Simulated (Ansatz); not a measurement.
# Cl2FH3Si2 + HCl + H2O: a complex and its separated parts

The complex below is one end of an elementary step. How strongly is it bound against its free parts?

The runs use Ansatz 0.2.0, Gaussian basis; PBE0-D4/def2-TZVP structures, single points in def2-TZVPP, no counterpoise correction.

Levels: SPW92, PBE-D4, BLYP-D4, r2SCAN-D4, B97M-V, PBE0-D4, B3LYP-D4, r2SCAN0-D4, BHLYP-D4, CAM-B3LYP-D4, wB97X-V, wB97M-V, B2PLYP, PBE-QIDH, RPA on PBE, Hartree-Fock, MP2, CCSD, CCSD(T).

Correlated methods freeze the cores. B3LYP uses VWN-RPA correlation. B2PLYP carries no dispersion term here.

113 further runs of the same task are left out: 113 set aside as unsound or not needed.

## (1) The system as given

The complex: 13 atoms, charge 0, spin multiplicity 1.

Atoms are counted from 1 here; the program's logs count them from 0.

Bond lengths: Si1–Si2 2.343 Å, Si1–Cl3 2.062 Å, Si1–Cl4 2.029 Å, Si1–F5 1.591 Å, Si2–H10 1.482 Å, Si2–H11 1.488 Å, Si2–H12 1.479 Å, H6–Cl7 1.318 Å, H8–O9 0.961 Å, O9–H13 0.965 Å. Angles: Si2–Si1–Cl3 112.5°, Si2–Si1–Cl4 115.2°, Si2–Si1–F5 108.9°, Cl3–Si1–Cl4 108.6°, Cl3–Si1–F5 104.4°, Cl4–Si1–F5 106.6°, Si1–Si2–H10 109.6°, Si1–Si2–H11 105.7°, Si1–Si2–H12 110.6°, H10–Si2–H11 108.9°, H10–Si2–H12 111.8°, H11–Si2–H12 110.1°, H8–O9–H13 106.2°.

Geometry (Å):

```xyz
13

Si   -1.5440    0.1974   -1.0465
Si   -0.9997   -1.3184    0.6556
Cl    0.1019    0.7750   -2.1467
Cl   -2.5299    1.8619   -0.4358
F    -2.4897   -0.5290   -2.0996
H     1.5623    1.2507    1.0799
Cl    0.5170    1.6158    1.7953
H     3.1321   -0.1530    0.1602
O     2.7312    0.6973   -0.0389
H     0.4741   -1.4439    0.7557
H    -1.5669   -2.6251    0.2263
H    -1.6044   -0.8992    1.9390
H     2.2162    0.5705   -0.8448
```

Its parts: Cl2FH3Si2 holds atoms 1, 2, 3, 4, 5, 10, 11, 12; HCl holds atoms 6, 7; H2O holds atoms 8, 9, 13. Each part counts its atoms afresh in its own runs.

## (2) Relaxing Cl2FH3Si2 alone

The input, relax-a/in.yaml:

```yaml
crystal:
  periodic: [false, false, false]
  atoms:
    - {symbol: Si, position_ang: [-1.544022, 0.197410, -1.046453]}
    - {symbol: Si, position_ang: [-0.999704, -1.318415, 0.655554]}
    - {symbol: Cl, position_ang: [0.101890, 0.775028, -2.146719]}
    - {symbol: Cl, position_ang: [-2.529934, 1.861942, -0.435774]}
    - {symbol: F, position_ang: [-2.489714, -0.528996, -2.099575]}
    - {symbol: H, position_ang: [0.474074, -1.443881, 0.755723]}
    - {symbol: H, position_ang: [-1.566863, -2.625135, 0.226298]}
    - {symbol: H, position_ang: [-1.604446, -0.899217, 1.939024]}
basis:
  gaussian: {orbitals: def2-TZVP}
hamiltonian: {xc: pbe0, dispersion: d4}
relax: {f_tol: 0.005, max_steps: 200}
```

On the command line:

```
ansatz run in.yaml --threads 4 --pin off --events-out ev --progress --plain --max-ram 46080MiB --backend cuda --devices 0, --max-vram 37GiB
```

The runs that follow: Relaxing HCl alone; Relaxing H2O alone; SPW92/def2-TZVPP; PBE-D4/def2-TZVPP; BLYP-D4/def2-TZVPP; r2SCAN-D4/def2-TZVPP; B97M-V/def2-TZVPP; PBE0-D4/def2-TZVPP; B3LYP-D4/def2-TZVPP; r2SCAN0-D4/def2-TZVPP; BHLYP-D4/def2-TZVPP; CAM-B3LYP-D4/def2-TZVPP; wB97X-V/def2-TZVPP; wB97M-V/def2-TZVPP; B2PLYP/def2-TZVPP; PBE-QIDH/def2-TZVPP; RPA on PBE/def2-TZVPP; CCSD(T)/def2-TZVPP; Vibrations of Cl2FH3Si2; Vibrations of HCl; Vibrations of H2O.

Before running it: what results should come out? Wanted: complex less parts, CCSD(T)/def2-TZVPP; with zero-point energy; largest T1 diagnostic.

The runs gave:

| quantity | value |
| --- | --- |
| complex less parts, CCSD(T)/def2-TZVPP | -34.4 kJ/mol |
| with zero-point energy | -21.3 kJ/mol |
| largest T1 diagnostic | 0.011 |

In words: At CCSD(T) the complex lies 34.4 kJ/mol below its parts. The functionals run from PBE-QIDH, off by -1.7 kJ/mol, to SPW92, off by -46.0 kJ/mol, against CCSD(T). Mean unsigned error by rung: LDA 46.0, GGA 17.3, meta-GGA 11.8, hybrid 11.7, range-separated hybrid 11.0, double hybrid 2.9 kJ/mol. PBE-D4 gives a relative energy 19.7 kJ/mol too low, outside chemical accuracy (1 kcal/mol, 4.2 kJ/mol). No counterpoise was applied, and triple zeta lacks some correlation, so the CCSD(T) reference has a basis error of its own, and close matches with it are partly luck.
